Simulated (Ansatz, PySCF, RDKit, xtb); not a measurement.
**Si4H10O: ranking a sample of isomers**

Which of a sample of isomers of Si4H10O is the most stable in the gas at 298.15 K, and what are its properties? The sample is small against all isomers, and the most stable one of this formula need not be in it.

The funnel: GFN2-xTB relaxations, single points with a density functional, relaxations at r2SCAN-D4/def2-SVP, harmonic vibrations (at GFN2-xTB), and a last energy at a higher level. All values are calculated.

### 1 Drawing up candidates

Isomers were taken from a list of plausible structures; this is a sample, not all of them. That gives 4 candidates.

```
label                        SMILES     spin
 c088     O[SiH2][SiH2][SiH2][SiH3]  singlet
 c716    O[SiH2][SiH]([SiH3])[SiH3]  singlet
 c864   O[Si]([SiH3])([SiH3])[SiH3]  singlet
 c915  O[Si@@H]([SiH3])[SiH2][SiH3]  singlet
```

Candidates are built by distance geometry, with a force field where one applies, in up to four conformers (letters a to d).

**Question.** With final energies at CCSD(T)/def2-SVP + MP2/def2-TZVPP - MP2/def2-SVP, which structure will this search put lowest in free energy, and by what margin?

| quantity | value |
| --- | --- |
| lowest structure found | O[SiH2][SiH]([SiH3])[SiH3], singlet |
| next finalist | O[SiH2][SiH2][SiH2][SiH3], singlet, 2.6 kcal/mol higher in G |
| share at equilibrium, among the finalists | 97.6 % |
| dipole moment (PBE0/def2-SVPD) | 1.36 D |
| HOMO energy (PBE0/def2-SVPD) | -7.79 eV |
| LUMO energy (PBE0/def2-SVPD) | -0.75 eV |
| HOMO–LUMO gap (PBE0/def2-SVPD) | 7.05 eV |
| lowest excitation (TD-PBE0/def2-SVPD) | 5.91 eV (f = 0.034) |
| strongest of the states computed, same level | 6.93 eV (f = 0.178) |
| lowest triplet excitation, same level, Tamm-Dancoff | 5.27 eV |
| vertical ionisation energy | 9.47 eV |
| vertical electron affinity | -0.55 eV (unbound: the value depends on the basis) |
| vertical triplet less singlet | +5.30 eV |

The lowest structure found is `O[SiH2][SiH]([SiH3])[SiH3]`. The margin, 2.6 kcal/mol, is modest. HF/STO-3G, r2SCAN-D4/def2-SVP, r2SCAN-D4/def2-SVP, relaxed, HF/def2-SVP and MP2/def2-SVP already put its bonding pattern lowest among the structures in one piece; GFN2-xTB favours the singlet O[SiH2][SiH2][SiH2][SiH3]. 3 minima inside the window were never screened. The search is not exhaustive (a finite list of starts, one conformer a finalist), so a lower isomer can't be ruled out. Only 4 drawn patterns were tried, so whole families of isomers are missing, and the result ranks this sample alone.
